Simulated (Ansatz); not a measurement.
# GaTeH₃: single points off equilibrium

The task here is to estimate one member of a computed series from the others.

Method: single points in def2-TZVPP; program: Ansatz 0.2.0, Gaussian basis.

Cores are frozen in the correlated methods. Filled d shells of the heavier atoms are correlated. Core potentials replace the inner electrons past krypton, and spin-orbit coupling is left out.

**Starting geometry**

SMILES `[GaH2][TeH]`, 5 atoms, charge 0, spin multiplicity 1.

Atoms are counted from 1 here; the program's logs count them from 0.

Bond lengths: Ga1–Te2 2.495 Å, Ga1–H3 1.518 Å, Ga1–H4 1.627 Å, Te2–H5 1.591 Å. Angles: Te2–Ga1–H3 138.0°, Te2–Ga1–H4 113.4°, H3–Ga1–H4 108.6°, Ga1–Te2–H5 87.6°.

Geometry (Å):

```xyz
5
GaH3Te
Ga   -0.27020   -0.55210    0.41160
Te    1.00740    1.59000    0.48230
H    -0.67980   -1.65300    1.37310
H    -0.83760   -0.91840   -1.06910
H     0.70030    1.74650   -1.07140
```

The first run:

The input, run/in.yaml:

```yaml
crystal:
  periodic: [false, false, false]
  atoms:
    - {symbol: Ga, position_ang: [-0.270200, -0.552100, 0.411600]}
    - {symbol: Te, position_ang: [1.007400, 1.590000, 0.482300]}
    - {symbol: H, position_ang: [-0.679800, -1.653000, 1.373100]}
    - {symbol: H, position_ang: [-0.837600, -0.918400, -1.069100]}
    - {symbol: H, position_ang: [0.700300, 1.746500, -1.071400]}
basis:
  gaussian: {orbitals: def2-TZVPP}
correlation: {method: ccsd_t}
output: {forces: true}
```

No record of the launch command was kept for these runs.

Among the steps run: CCSD(T)/def2-TZVPP; PBE0-D4/def2-TZVPP; wB97M-V/def2-TZVPP; r2SCAN-D4/def2-TZVPP; PBE-D4/def2-TZVPP; r2SCAN0-D4/def2-TZVPP; CAM-B3LYP-D4/def2-TZVPP.

One of the session's tables, all rows but one given; the rest of the session is left out.

```
      method  RMS force component (eV/Å)  angle to CCSD(T) forces (°)  dipole (D)
     CCSD(T)                       0.688                    reference        0.50
     PBE0-D4                           ?                            ?           ?
     wB97M-V                       0.691                          2.1        0.43
   r2SCAN-D4                       0.723                          4.1        0.50
      PBE-D4                       0.774                         11.7        0.56
  r2SCAN0-D4                       0.697                          2.7        0.43
CAM-B3LYP-D4                       0.704                          2.2        0.44
```

**Question.** Estimate the row for PBE0-D4.

**Answer.** RMS force component (eV/Å): 0.721; angle to CCSD(T) forces (°): 4.8; dipole (D): 0.45. In the column «RMS force component (eV/Å)» it lies between CAM-B3LYP-D4 (0.704) and r2SCAN-D4 (0.723).
